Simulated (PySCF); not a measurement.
# FeH₄⁻: sextet, from a PBE0 minimum start

Aim: relax FeH₄⁻ as a sextet from a PBE0 minimum start, check by its vibrations whether the end is a minimum, and collect its spectrum and constants.

Program: PySCF 2.14.0. Level of theory: PBE0, basis Fe def2-TZVPD, H def2-TZVPD, no relativity, density fitting. These are calculated values, not measurements.

## Step 1: The system as given

5 atoms, charge -1, spin multiplicity 6.

Bond lengths: Fe1–H2 1.673 Å, Fe1–H3 1.673 Å, Fe1–H4 1.673 Å, Fe1–H5 1.673 Å. Angles: H2–Fe1–H3 109.5°, H2–Fe1–H4 109.5°, H2–Fe1–H5 109.5°, H3–Fe1–H4 109.5°, H3–Fe1–H5 109.5°, H4–Fe1–H5 109.5°.

Coordinates in bohr (charge -1 multiplicity 6):
```
Fe    0.0000    0.0000    0.0000
H    -1.8252   -1.8252    1.8252
H    -1.8252    1.8252   -1.8252
H     1.8252    1.8252    1.8252
H     1.8252   -1.8252   -1.8252
```

## Step 2: First SCF at the start

One driver script runs all steps and calls PySCF; scf.py shows how it sets up the SCF of each step. The optimiser is the driver's own. After this first run the driver tries any further starts and a stability analysis.

Contents of scf.py:

```python
from pyscf import gto, scf, dft
mol = gto.M(atom='''
Fe     0.000000    -0.000000    -0.000000
H     -0.965830    -0.965830     0.965830
H     -0.965830     0.965830    -0.965830
H      0.965830     0.965830     0.965830
H      0.965830    -0.965830    -0.965830''',
    basis={'Fe': 'def2-TZVPD', 'H': 'def2-TZVPD'},
    charge=-1, spin=5)
mf = dft.UKS(mol, xc='PBE0')
mf.grids.atom_grid = (50, 194)
aux = {'Fe': 'def2-universal-JKFIT', 'H': 'def2-universal-JKFIT'}
mf = mf.density_fit(auxbasis=aux)
mf.conv_tol = 1e-08
mf.diis_space = 10
mf.max_cycle = 60
mf.init_guess = 'minao'
mf.verbose = 4
mf.kernel()
```

On the command line:

```
$ OMP_NUM_THREADS=2 python axn.py task.json out
```

The runs that follow: Relaxing the sextet from the PBE0 minimum start; Vibrations and properties at this point.

What does the calculation give? Wanted: minimum; geometry; wavenumbers; dipole moment; highest occupied, lowest empty level; polar-tensor charge of Fe1; zero-point energy; ⟨S²⟩.

**Answer**, as computed:

| quantity | value |
| --- | --- |
| minimum | sextet, Td |
| geometry | Fe–H 1.673 Å (×4); H–Fe–H 109.5° (×6) |
| wavenumbers (cm⁻¹) | 488 (t2), 565 (e), 1529 (t2), 1572 (a1) |
| dipole moment (centre of mass) | 0.00 D |
| highest occupied, lowest empty level (either spin) | -1.58, 2.82 eV |
| polar-tensor charge of Fe1 | +0.63 e |
| zero-point energy | 52.3 kJ/mol |
| entropy at 298.15 K | 240.9 J/(mol K) |
| ⟨S²⟩ | 8.770 |

The molecule stays Td, as typed, and the end point is a minimum. The strongest infrared band lies at 1529 cm⁻¹ (t2, stretch). Most of the spin sits on Fe1 (Mulliken spin 4.54, against 5 for the whole molecule). Only this shape and spin were tried, so other structures or states may lie lower. Open d and f shells are described by one determinant, and the ground state may have another occupation or spin.
